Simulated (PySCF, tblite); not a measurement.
# CH₈OSSi₂: dynamics, then NMR shifts on frames

How do NMR shifts of CH₈OSSi₂ (`CS[Si@@H](O)[SiH3]`) change as the atoms move?

Computed with tblite 0.8.0 and PySCF 2.14.0, with density-fitted response routines of our own, on a single molecule in the gas phase. Atoms count from 0, in the outputs and in this text.

## (1) Starting geometry

13 atoms, charge 0, multiplicity 1; geometry from: GFN2-xTB.

Bonds of the start (Å): C0–S1 1.81, S1–Si2 2.17, Si2–O3 1.62, Si2–Si4 2.31, C0–H5 1.09, C0–H6 1.08, C0–H7 1.09, Si2–H8 1.47, O3–H9 0.95, Si4–H10 1.47, Si4–H11 1.47, Si4–H12 1.46.

## (2) A short Langevin run with GFN2-xTB

Job settings and geometry (Å):

```
{"job": {"kind": "md", "xc": "GFN2-xTB", "basis": "xTB", "temperature": 300, "steps": 2000, "every": 50, "frames": 5}, "charge": 0, "multiplicity": 1}
C     -2.156635    -0.131722    -0.688232
S     -1.103179    -1.494591    -0.116989
Si     0.426965    -0.336268     0.892241
O      1.479421    -1.405894     1.509312
Si     1.680665     0.990479    -0.516470
H     -2.490728     0.453151     0.163517
H     -3.008942    -0.576068    -1.191267
H     -1.600938     0.492391    -1.381592
H     -0.320455     0.299339     1.987265
H      1.204851    -2.251961     1.855851
H      2.416660     0.237517    -1.535763
H      0.822532     1.939634    -1.240564
H      2.645395     1.784479     0.244964
```

Method: GFN2-xTB Langevin dynamics, gas phase.

Command:

```sh
OMP_NUM_THREADS=1 python probes_run.py task.json out
```

The driver reads the jobs from task.json and runs them one after another.

What it wrote:

```text
t/fs     T/K      E/eV
    0.0   250.0   -463.94694
   25.0   225.1   -463.69243
   50.0   236.9   -463.62564
   75.0   167.1   -463.68091
  100.0   238.1   -463.74898
  125.0   136.3   -463.58078
  150.0   249.2   -463.69139
  175.0   361.9   -463.54794
  200.0   236.7   -463.40493
  225.0   264.0   -463.37988
  250.0   286.6   -463.47291
  275.0   266.4   -463.60644
  300.0   207.7   -463.30231
  325.0   245.3   -463.44654
  350.0   322.4   -463.60018
  375.0   320.3   -463.51660
  400.0   337.7   -463.38323
  425.0   244.3   -463.26319
  450.0   469.0   -463.52464
  475.0   340.5   -463.57790
  500.0   307.7   -463.59207
  525.0   257.4   -463.51796
  550.0   236.3   -463.48286
  575.0   293.0   -463.50089
  600.0   298.7   -463.55365
  625.0   388.6   -463.63452
  650.0   339.6   -463.60630
  675.0   327.6   -463.59234
  700.0   343.5   -463.58393
  725.0   208.0   -463.42218
  750.0   235.3   -463.57855
  775.0   249.3   -463.66704
  800.0   267.0   -463.64728
  825.0   230.8   -463.50785
  850.0   353.2   -463.51513
  875.0   266.2   -463.33260
  900.0   345.9   -463.46089
  925.0   407.0   -463.44288
  950.0   338.1   -463.46111
  975.0   186.8   -463.34849
 1000.0   355.0   -463.60904
```

It took 20 s on 1 thread of Arm Neoverse N1, shared host; peak memory 0.18 GiB.

Distance from the start (root mean square after alignment): 0 fs 0.00 Å, 200 fs 1.18 Å, 400 fs 1.34 Å, 600 fs 1.24 Å, 800 fs 1.29 Å, 1000 fs 1.35 Å.

Positions (Å) and forces (eV/Å) at 1000 fs:

```xyz
13

C    -2.220   -1.944   -1.116    0.184    0.040   -1.663
S    -1.306   -2.313    0.355    0.218   -0.398    0.898
Si   -0.477   -0.512    1.197    0.409    0.546   -0.181
O     0.772   -1.041    2.089   -0.185    0.306    0.268
Si    0.236    1.096   -0.370   -0.315   -0.383    0.312
H    -2.913   -1.104   -1.097    0.118   -0.112    0.384
H    -2.743   -2.868   -1.375   -0.131    0.208    0.111
H    -1.483   -1.777   -1.928   -0.389    0.109    0.288
H    -1.309   -0.091    2.310   -0.205    0.048   -0.015
H     1.508   -1.573    1.828    0.176   -0.240   -0.240
H    -0.855    1.752   -1.095   -0.145    0.327    0.322
H     1.264    2.023    0.153   -0.313   -0.198   -0.171
H     0.728    0.357   -1.514    0.579   -0.252   -0.313
```

## (3) NMR shieldings: 250 fs, PBE0/pcSseg-1

Job settings and geometry (Å):

```
{"job": {"kind": "nmr", "xc": "PBE0", "basis": "pcSseg-1", "pop": false}, "charge": 0, "multiplicity": 1}
C     -2.692500    -0.633300    -0.632500
S     -1.189700    -1.443200    -0.228500
Si     0.040200    -0.240300     1.057200
O      1.050800    -1.184300     1.942800
Si     1.537100     1.002700    -0.162500
H     -3.148400    -0.221500     0.306600
H     -3.258000    -1.463700    -1.054900
H     -2.650500     0.173400    -1.311400
H     -0.894600     0.200800     2.153600
H      0.787600    -2.037500     2.406200
H      0.606200     2.029900    -0.809100
H      2.501400     1.741600     0.653000
H      2.197600     0.402700    -1.284400
```

With the program's defaults for keys left out, this is: GIAO PBE0/pcSseg-1 NMR shielding, non-relativistic, gas phase.

What it wrote:

```text
coarse grid: 12008 points
cycle   1  E = -1094.6447169500  dE =  3.002e-01  |g| = 7.279e-01  |ddm| = 3.211e+00
cycle   2  E = -1094.4867478263  dE =  1.580e-01  |g| = 1.168e+00  |ddm| = 1.959e+00
cycle   3  E = -1094.7437137126  dE = -2.570e-01  |g| = 9.137e-02  |ddm| = 1.421e+00
cycle   4  E = -1094.7453689974  dE = -1.655e-03  |g| = 4.011e-02  |ddm| = 1.589e-01
cycle   5  E = -1094.7457755706  dE = -4.066e-04  |g| = 7.787e-03  |ddm| = 6.001e-02
cycle   6  E = -1094.7457910574  dE = -1.549e-05  |g| = 2.694e-03  |ddm| = 1.266e-02
cycle   7  E = -1094.7457929813  dE = -1.924e-06  |g| = 4.811e-04  |ddm| = 3.604e-03
final grid: 100992 points
cycle   8  E = -1094.7854919069  dE = -1.864e-05  |g| = 7.305e-03  |ddm| = 2.004e-02
cycle   9  E = -1094.7854830901  dE =  8.817e-06  |g| = 9.841e-03  |ddm| = 1.391e-02
cycle  10  E = -1094.7855020906  dE = -1.900e-05  |g| = 9.965e-04  |ddm| = 8.626e-03
cycle  11  E = -1094.7855022790  dE = -1.884e-07  |g| = 1.774e-04  |ddm| = 1.111e-03
cycle  12  E = -1094.7855022867  dE = -7.703e-09  |g| = 4.636e-05  |ddm| = 2.544e-04
cycle  13  E = -1094.7855022873  dE = -5.480e-10  |g| = 1.356e-05  |ddm| = 6.545e-05
converged SCF energy = -1094.7855022873

GIAO shielding tensors (ppm)
atom      isotropic    diamagn.    paramagn.     s11        s22        s33       span
  0 C      176.982     249.702     -72.720    165.459    173.648    191.838     26.379
  1 S      665.485    1060.555    -395.070    539.415    702.770    754.272    214.858
  2 Si     330.365     877.688    -547.322    283.284    323.916    383.895    100.612
  3 O      279.690     387.808    -108.118    229.770    261.235    348.066    118.295
  4 Si     469.334     880.429    -411.095    437.687    461.211    509.103     71.416
  5 H       28.718      28.345       0.373     23.037     26.852     36.265     13.228
  6 H       29.157      28.045       1.112     22.492     26.777     38.203     15.710
  7 H       30.586      31.502      -0.915     24.830     28.605     38.324     13.494
  8 H       24.580      28.653      -4.073     21.452     23.326     28.962      7.511
  9 H       28.656      28.270       0.386     20.806     24.935     40.228     19.422
 10 H       27.817      29.074      -1.257     24.722     26.705     32.023      7.301
 11 H       28.180      28.912      -0.732     24.408     25.669     34.462     10.055
 12 H       28.495      29.967      -1.472     25.285     26.607     33.593      8.308
```

It took 22 s on 1 thread of Arm Neoverse N1, shared host; peak memory 0.71 GiB.

Shifts follow as δ = σ(reference) − σ, with reference shieldings (ppm) from runs at the same level and on the same kind of geometry: 1H TMS 31.72, 13C TMS 186.9, 29Si TMS 349.2, 17O H2O 336.1, 33S CS2 504. The references are single molecules in the gas phase, so shifts against H2O, NH3, PH3, H3PO4 or CFCl3 are not on the usual liquid scales and can be off by tens of ppm. Each atom is listed at this fixed geometry, with no averaging over motion; a spectrum would average atoms that exchange fast.

| atoms | environment | σ (ppm) | δ (ppm) |
| --- | --- | --- | --- |
| C0 | methyl carbon bonded to S | 177.0 | 9.9 |
| H8 | hydrogen on a silicon bonded to O, S, Si | 24.58 | 7.14 |
| H10 | hydrogen on a silicon bonded to Si | 27.82 | 3.90 |
| H11 | hydrogen on a silicon bonded to Si | 28.18 | 3.54 |
| H12 | hydrogen on a silicon bonded to Si | 28.50 | 3.22 |
| H9 | hydrogen on an oxygen bonded to Si | 28.66 | 3.06 |
| H5 | hydrogen on a methyl carbon bonded to S | 28.72 | 3.00 |
| H6 | hydrogen on a methyl carbon bonded to S | 29.16 | 2.56 |
| H7 | hydrogen on a methyl carbon bonded to S | 30.59 | 1.13 |
| S1 | sulfur bonded to C, Si | 665 | -162 |
| Si2 | silicon bonded to O, S, Si, H | 330.4 | 18.8 |
| Si4 | silicon bonded to Si, 3 H | 469.3 | -120.2 |
| O3 | oxygen bonded to Si, H | 279.7 | 56.4 |

## (4) NMR shieldings: 425 fs, PBE0/pcSseg-1

Job settings and geometry (Å):

```
{"job": {"kind": "nmr", "xc": "PBE0", "basis": "pcSseg-1", "pop": false}, "charge": 0, "multiplicity": 1}
C     -2.848300    -0.787700    -0.201800
S     -1.231500    -1.807600     0.052800
Si    -0.210200    -0.295500     1.292600
O      0.489900    -1.228900     2.345300
Si     1.018100     1.071500    -0.064700
H     -3.378000    -0.742000     0.699600
H     -3.431800    -1.413100    -0.898700
H     -2.606200     0.177900    -0.577800
H     -1.301600     0.414700     1.916300
H     -0.030700    -2.000500     2.628000
H      0.746500     2.425900     0.549500
H      2.498900     0.975400     0.317100
H      0.978100     0.788300    -1.606700
```

With the program's defaults for keys left out, this is: GIAO PBE0/pcSseg-1 NMR shielding, non-relativistic, gas phase.

What it wrote:

```text
coarse grid: 12008 points
cycle   1  E = -1094.6427459209  dE =  2.233e-01  |g| = 7.163e-01  |ddm| = 3.185e+00
cycle   2  E = -1094.5271681832  dE =  1.156e-01  |g| = 1.070e+00  |ddm| = 1.686e+00
cycle   3  E = -1094.7371887753  dE = -2.100e-01  |g| = 8.132e-02  |ddm| = 1.156e+00
cycle   4  E = -1094.7385031991  dE = -1.314e-03  |g| = 3.448e-02  |ddm| = 1.346e-01
cycle   5  E = -1094.7388008168  dE = -2.976e-04  |g| = 5.673e-03  |ddm| = 4.997e-02
cycle   6  E = -1094.7388093339  dE = -8.517e-06  |g| = 1.900e-03  |ddm| = 1.010e-02
final grid: 100992 points
cycle   7  E = -1094.7787871342  dE = -1.462e-05  |g| = 9.179e-03  |ddm| = 2.125e-02
cycle   8  E = -1094.7787669094  dE =  2.022e-05  |g| = 1.307e-02  |ddm| = 1.797e-02
cycle   9  E = -1094.7788053295  dE = -3.842e-05  |g| = 5.801e-04  |ddm| = 1.135e-02
cycle  10  E = -1094.7788053979  dE = -6.845e-08  |g| = 1.818e-04  |ddm| = 7.519e-04
cycle  11  E = -1094.7788054045  dE = -6.634e-09  |g| = 6.180e-05  |ddm| = 2.000e-04
cycle  12  E = -1094.7788054055  dE = -9.163e-10  |g| = 1.081e-05  |ddm| = 7.168e-05
converged SCF energy = -1094.7788054055

GIAO shielding tensors (ppm)
atom      isotropic    diamagn.    paramagn.     s11        s22        s33       span
  0 C      169.080     248.948     -79.868    152.468    165.127    189.644     37.176
  1 S      607.719    1059.759    -452.040    441.574    596.429    785.153    343.580
  2 Si     340.365     879.208    -538.843    290.878    335.631    394.586    103.709
  3 O      280.840     386.026    -105.186    228.119    272.645    341.757    113.638
  4 Si     460.330     879.272    -418.942    412.467    463.204    505.320     92.853
  5 H       30.660      30.830      -0.170     25.366     28.755     37.858     12.492
  6 H       29.249      28.334       0.916     23.645     26.491     37.611     13.965
  7 H       30.528      31.703      -1.175     24.590     29.442     37.552     12.961
  8 H       26.236      31.344      -5.107     23.681     25.122     29.907      6.226
  9 H       29.497      29.912      -0.415     21.070     27.247     40.174     19.104
 10 H       27.069      27.936      -0.867     23.838     25.037     32.333      8.495
 11 H       26.922      27.774      -0.852     24.031     24.935     31.800      7.769
 12 H       26.404      27.246      -0.843     22.831     25.474     30.907      8.077
```

It took 21 s on 1 thread of Arm Neoverse N1, shared host; peak memory 0.73 GiB.

This run: δ C0 17.8, S1 -104, Si2 8.8, Si4 -111.2, H8 5.48, H12 5.31 ppm.

(Part 1 of 2 ends here.)
